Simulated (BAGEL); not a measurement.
**triplet BP2H4F at 3 levels**

We compute a comparison of 3 runs (UHF/STO-3G, ROHF/6-31G*, UHF/6-31G*) of triplet BP2H4F. 

The calculation is run with BAGEL 1.2.2.

23 further runs of the same task are left out: 23 set aside as unsound or not needed.

## 1. Starting point

BP2H4F: 8 atoms, total charge 0, spin state triplet. As SMILES of the parent species, `FB(P)P`. Geometry: relaxed at GFN2-xTB. This is one conformer, not always the lowest. That shape belongs to the parent species and isn't relaxed for this state.

Bond lengths: F1–B2 1.324 Å, B2–P3 1.904 Å, B2–P4 1.904 Å, P3–H5 1.382 Å, P3–H6 1.382 Å, P4–H7 1.381 Å, P4–H8 1.380 Å. Angles: F1–B2–P3 117.1°, F1–B2–P4 117.0°, P3–B2–P4 124.7°, B2–P3–H5 98.6°, B2–P3–H6 97.1°, B2–P4–H7 98.6°, B2–P4–H8 97.2°, H5–P3–H6 95.0°, H7–P4–H8 95.0°.

## 2. The energy at UHF/STO-3G (density fitting with qzvpp-jkfit) (run 1)

File input.json:

```json
{ "bagel" : [

{
  "title" : "molecule",
  "basis" : "sto-3g",
  "df_basis" : "qzvpp-jkfit",
  "angstrom" : true,
  "geometry" : [
    { "atom" : "F", "xyz" : [       0.663340,      -0.516750,       1.721110 ] },
    { "atom" : "B", "xyz" : [       0.398890,      -0.219700,       0.458380 ] },
    { "atom" : "P", "xyz" : [       0.965460,       1.487550,      -0.166700 ] },
    { "atom" : "P", "xyz" : [      -0.185310,      -1.644210,      -0.661790 ] },
    { "atom" : "H", "xyz" : [      -0.098720,       1.764270,      -1.003520 ] },
    { "atom" : "H", "xyz" : [       0.480510,       2.228270,       0.894030 ] },
    { "atom" : "H", "xyz" : [      -1.086750,      -0.941410,      -1.436960 ] },
    { "atom" : "H", "xyz" : [      -1.137410,      -2.158010,       0.195460 ] }
  ]
},

{
  "title" : "uhf",
  "nopen" : 2
},

{
  "title" : "print",
  "file" : "orbitals.molden",
  "orbitals" : true
}

]}
```

Launch:

```
BAGEL_NUM_THREADS=1 BAGEL input.json > input.out
```

The log of the run:

```text
* using 1 threads per process

  ===============================================================
  ===============================================================

  *** Geometry ***

  { "atom" : "F", "xyz" : [      1.253531,     -0.976516,      3.252427 ] },
  { "atom" : "B", "xyz" : [      0.753793,     -0.415173,      0.866213 ] },
  { "atom" : "P", "xyz" : [      1.824455,      2.811062,     -0.315017 ] },
  { "atom" : "P", "xyz" : [     -0.350185,     -3.107107,     -1.250602 ] },
  { "atom" : "H", "xyz" : [     -0.186554,      3.333987,     -1.896378 ] },
  { "atom" : "H", "xyz" : [      0.908032,      4.210820,      1.689472 ] },
  { "atom" : "H", "xyz" : [     -2.053660,     -1.779007,     -2.715461 ] },
  { "atom" : "H", "xyz" : [     -2.149393,     -4.078048,      0.369366 ] },

  Number of auxiliary basis functions:      480

  Since a DF basis is specified, we compute 2- and 3-index integrals:
    o Being stored without compression. Storage requirement is 0.004 GB

  Number of basis functions:       32
  Number of electrons      :       48

    * METHOD: MOLECULE                             0.17

  *** Open-shell HF ***

  === Nuclear Repulsion ===
   189.1688197543

      * DIIS with orbital gradients will be used.

  === UHF iteration (sto-3g) ===
      0       -798.37020100          0.02087235           0.04
      1       -798.42941766          0.00546873           0.04
      2       -798.43503513          0.00175715           0.04
      3       -798.43606334          0.00084918           0.04
      4       -798.43659918          0.00048013           0.04
      5       -798.43685023          0.00020112           0.04
      6       -798.43689052          0.00009504           0.04
      7       -798.43689764          0.00004288           0.04
      8       -798.43689912          0.00001631           0.04
      9       -798.43689934          0.00000393           0.04
     10       -798.43689935          0.00000166           0.04
     11       -798.43689935          0.00000069           0.04
     12       -798.43689935          0.00000057           0.04
     13       -798.43689935          0.00000051           0.04
     14       -798.43689935          0.00000048           0.04
     15       -798.43689935          0.00000036           0.04
     16       -798.43689935          0.00000017           0.04
     17       -798.43689935          0.00000006           0.04
     18       -798.43689935          0.00000003           0.04
     19       -798.43689935          0.00000001           0.04
     20       -798.43689935          0.00000001           0.04
    * SCF iteration converged.

    * S^2 (UHF) is 2.0185

    * Permanent dipole moment:
           (    0.326347,    -0.211630,     0.617876) a.u.

    * METHOD: UHF                                  0.97

    * METHOD: PRINT                                0.00

  ===============================================================
```

Run time: 1.3 s. Hardware: 1 thread of Arm Neoverse V1, shared host.

## 3. The energy at ROHF/6-31G(d) (density fitting with qzvpp-jkfit, spherical functions) (run 2)

File hf.json:

```json
{ "bagel": [

{
  "title": "molecule",
  "basis": "6-31gs.json",
  "df_basis": "qzvpp-jkfit",
  "angstrom": "true",
  "geometry": [
    { "atom": "F", "xyz": [    0.663340,   -0.516750,    1.721110 ] },
    { "atom": "B", "xyz": [    0.398890,   -0.219700,    0.458380 ] },
    { "atom": "P", "xyz": [    0.965460,    1.487550,   -0.166700 ] },
    { "atom": "P", "xyz": [   -0.185310,   -1.644210,   -0.661790 ] },
    { "atom": "H", "xyz": [   -0.098720,    1.764270,   -1.003520 ] },
    { "atom": "H", "xyz": [    0.480510,    2.228270,    0.894030 ] },
    { "atom": "H", "xyz": [   -1.086750,   -0.941410,   -1.436960 ] },
    { "atom": "H", "xyz": [   -1.137410,   -2.158010,    0.195460 ] }
  ]
},
{ "title": "rohf", "nopen": 2 },
{ "title": "print", "file": "orbitals.molden", "orbitals": "true" }

]}
```

The basis set 6-31G* is read from a file made from the Basis Set Exchange's data (not shown).

Launch:

```
BAGEL_NUM_THREADS=1 BAGEL hf.json > hf.out
```

The log of the run:

```text
* using 1 threads per process

  ===============================================================
  ===============================================================

  *** Geometry ***

  { "atom" : "F", "xyz" : [      1.253531,     -0.976516,      3.252427 ] },
  { "atom" : "B", "xyz" : [      0.753793,     -0.415173,      0.866213 ] },
  { "atom" : "P", "xyz" : [      1.824455,      2.811062,     -0.315017 ] },
  { "atom" : "P", "xyz" : [     -0.350185,     -3.107107,     -1.250602 ] },
  { "atom" : "H", "xyz" : [     -0.186554,      3.333987,     -1.896378 ] },
  { "atom" : "H", "xyz" : [      0.908032,      4.210820,      1.689472 ] },
  { "atom" : "H", "xyz" : [     -2.053660,     -1.779007,     -2.715461 ] },
  { "atom" : "H", "xyz" : [     -2.149393,     -4.078048,      0.369366 ] },

  Number of auxiliary basis functions:      480

  Since a DF basis is specified, we compute 2- and 3-index integrals:
    o Being stored without compression. Storage requirement is 0.020 GB

  Number of basis functions:       72
  Number of electrons      :       48

    * METHOD: MOLECULE                             0.23

  *** Open-shell HF ***

  === Nuclear Repulsion ===
   189.1688197543

      * DIIS with orbital gradients will be used.

  === ROHF iteration (6-31gs.json) ===
      0       -807.60150354          0.03409767           0.11
      1       -807.70631246          0.02037916           0.11
      2       -807.73509234          0.01237773           0.11
      3       -807.75012711          0.00121033           0.11
      4       -807.75084349          0.00051133           0.11
      5       -807.75107515          0.00033672           0.11
      6       -807.75127982          0.00021524           0.10
      7       -807.75138939          0.00012558           0.11
      8       -807.75143892          0.00006209           0.11
      9       -807.75145702          0.00003238           0.11
     10       -807.75146614          0.00002609           0.11
     11       -807.75146848          0.00002703           0.11
     12       -807.75146822          0.00002593           0.11
     13       -807.75146588          0.00002052           0.11
     14       -807.75146544          0.00001434           0.11
     15       -807.75146509          0.00000787           0.11
     16       -807.75146553          0.00000393           0.11
     17       -807.75146559          0.00000248           0.11
     18       -807.75146553          0.00000169           0.11
     19       -807.75146553          0.00000113           0.11
     20       -807.75146547          0.00000097           0.11
     21       -807.75146545          0.00000093           0.11
     22       -807.75146539          0.00000096           0.11
     23       -807.75146535          0.00000079           0.11
     24       -807.75146536          0.00000065           0.11
     25       -807.75146540          0.00000042           0.11
     26       -807.75146540          0.00000031           0.11
     27       -807.75146540          0.00000021           0.11
     28       -807.75146539          0.00000017           0.11
     29       -807.75146539          0.00000013           0.11
     30       -807.75146538          0.00000011           0.11
     31       -807.75146538          0.00000011           0.11
     32       -807.75146538          0.00000010           0.11
     33       -807.75146538          0.00000010           0.11
     34       -807.75146538          0.00000010           0.11
     35       -807.75146538          0.00000010           0.11
     36       -807.75146538          0.00000009           0.11
     37       -807.75146538          0.00000006           0.11
     38       -807.75146537          0.00000004           0.11
     39       -807.75146537          0.00000002           0.11
     40       -807.75146538          0.00000001           0.11
     41       -807.75146538          0.00000001           0.11
    * SCF iteration converged.

    * S^2 (ROHF) is 2.0000

    * Permanent dipole moment:
           (    0.424146,    -0.272904,     0.720287) a.u.

    * METHOD: ROHF                                 4.75

    * METHOD: PRINT                                0.01

  ===============================================================
```

Wall time 5.4 s (1 thread of Arm Neoverse V1, shared host); peak memory 0.1 GiB.

## 4. The energy at UHF/6-31G(d) (density fitting with qzvpp-jkfit, spherical functions) (run 3)

File input.json:

```json
{ "bagel": [

{
  "title": "molecule",
  "basis": "6-31gs.json",
  "df_basis": "qzvpp-jkfit",
  "angstrom": true,
  "geometry": [
    { "atom": "F", "xyz": [       0.663340,      -0.516750,       1.721110 ] },
    { "atom": "B", "xyz": [       0.398890,      -0.219700,       0.458380 ] },
    { "atom": "P", "xyz": [       0.965460,       1.487550,      -0.166700 ] },
    { "atom": "P", "xyz": [      -0.185310,      -1.644210,      -0.661790 ] },
    { "atom": "H", "xyz": [      -0.098720,       1.764270,      -1.003520 ] },
    { "atom": "H", "xyz": [       0.480510,       2.228270,       0.894030 ] },
    { "atom": "H", "xyz": [      -1.086750,      -0.941410,      -1.436960 ] },
    { "atom": "H", "xyz": [      -1.137410,      -2.158010,       0.195460 ] }
  ]
},

{
  "title": "uhf",
  "nopen": 2
},

{
  "title": "print",
  "file": "orbitals.molden",
  "orbitals": true
}

]}
```

The basis set 6-31G* is read from a file made from the Basis Set Exchange's data (not shown).

Launch:

```
BAGEL_NUM_THREADS=1 BAGEL input.json > input.out
```

The log of the run:

```text
* using 1 threads per process

  ===============================================================
  ===============================================================

  *** Geometry ***

  { "atom" : "F", "xyz" : [      1.253531,     -0.976516,      3.252427 ] },
  { "atom" : "B", "xyz" : [      0.753793,     -0.415173,      0.866213 ] },
  { "atom" : "P", "xyz" : [      1.824455,      2.811062,     -0.315017 ] },
  { "atom" : "P", "xyz" : [     -0.350185,     -3.107107,     -1.250602 ] },
  { "atom" : "H", "xyz" : [     -0.186554,      3.333987,     -1.896378 ] },
  { "atom" : "H", "xyz" : [      0.908032,      4.210820,      1.689472 ] },
  { "atom" : "H", "xyz" : [     -2.053660,     -1.779007,     -2.715461 ] },
  { "atom" : "H", "xyz" : [     -2.149393,     -4.078048,      0.369366 ] },

  Number of auxiliary basis functions:      480

  Since a DF basis is specified, we compute 2- and 3-index integrals:
    o Being stored without compression. Storage requirement is 0.020 GB

  Number of basis functions:       72
  Number of electrons      :       48

    * METHOD: MOLECULE                             0.23

  *** Open-shell HF ***

  === Nuclear Repulsion ===
   189.1688197543

      * DIIS with orbital gradients will be used.

  === UHF iteration (6-31gs.json) ===
      0       -807.60150354          0.03409767           0.11
      1       -807.71421803          0.02032603           0.11
      2       -807.74473421          0.01230007           0.10
      3       -807.75983666          0.00126488           0.10
      4       -807.76101981          0.00055349           0.11
      5       -807.76134239          0.00036783           0.10
      6       -807.76169069          0.00022090           0.10
      7       -807.76181356          0.00011142           0.10
      8       -807.76183947          0.00003531           0.10
      9       -807.76184141          0.00001367           0.11
     10       -807.76184173          0.00000825           0.11
     11       -807.76184182          0.00000728           0.11
     12       -807.76184189          0.00000728           0.10
     13       -807.76184188          0.00000724           0.10
     14       -807.76184184          0.00000704           0.10
     15       -807.76184180          0.00000681           0.10
     16       -807.76184175          0.00000646           0.10
     17       -807.76184176          0.00000628           0.11
     18       -807.76184172          0.00000599           0.10
     19       -807.76184170          0.00000572           0.10
     20       -807.76184163          0.00000512           0.11
     21       -807.76184153          0.00000383           0.11
     22       -807.76184145          0.00000277           0.11
     23       -807.76184141          0.00000149           0.11
     24       -807.76184140          0.00000060           0.11
     25       -807.76184140          0.00000032           0.11
     26       -807.76184140          0.00000015           0.11
     27       -807.76184140          0.00000008           0.11
     28       -807.76184140          0.00000006           0.11
     29       -807.76184140          0.00000005           0.11
     30       -807.76184140          0.00000005           0.11
     31       -807.76184140          0.00000005           0.11
     32       -807.76184140          0.00000005           0.11
     33       -807.76184140          0.00000005           0.11
     34       -807.76184140          0.00000004           0.10
     35       -807.76184140          0.00000004           0.11
     36       -807.76184140          0.00000003           0.11
     37       -807.76184140          0.00000002           0.11
     38       -807.76184140          0.00000001           0.11
    * SCF iteration converged.

    * S^2 (UHF) is 2.0471

    * Permanent dipole moment:
           (    0.411708,    -0.271909,     0.727889) a.u.

    * METHOD: UHF                                  4.30

    * METHOD: PRINT                                0.01

  ===============================================================
```

Run time: 4.8 s. Hardware: 1 thread of Arm Neoverse V1, shared host; peak memory 0.1 GiB.

## 5. All runs side by side

```
run                                                                level  energy (Eh)  dipole moment (D)   ⟨S²⟩  wall time
  1                        UHF/STO-3G (density fitting with qzvpp-jkfit)  -798.436899               1.86  2.018      1.3 s
  2  ROHF/6-31G* (density fitting with qzvpp-jkfit, spherical functions)  -807.751465               2.23  2.000      5.4 s
  3   UHF/6-31G* (density fitting with qzvpp-jkfit, spherical functions)  -807.761841               2.24  2.047      4.8 s
```

## 6. Results

| quantity | value |
| --- | --- |
| run 3: total energy | -807.76184 Eh |
| run 3: dipole moment | 2.24 D |
| run 3: ⟨S²⟩ | 2.047 |

**Reading.** The dipole moment (its size) runs from 1.86 D (UHF/STO-3G) to 2.24 D (UHF/6-31G*). In run 1 the basis is minimal, so the values are rough. All runs together took 11 s, the longest 5.4 s.
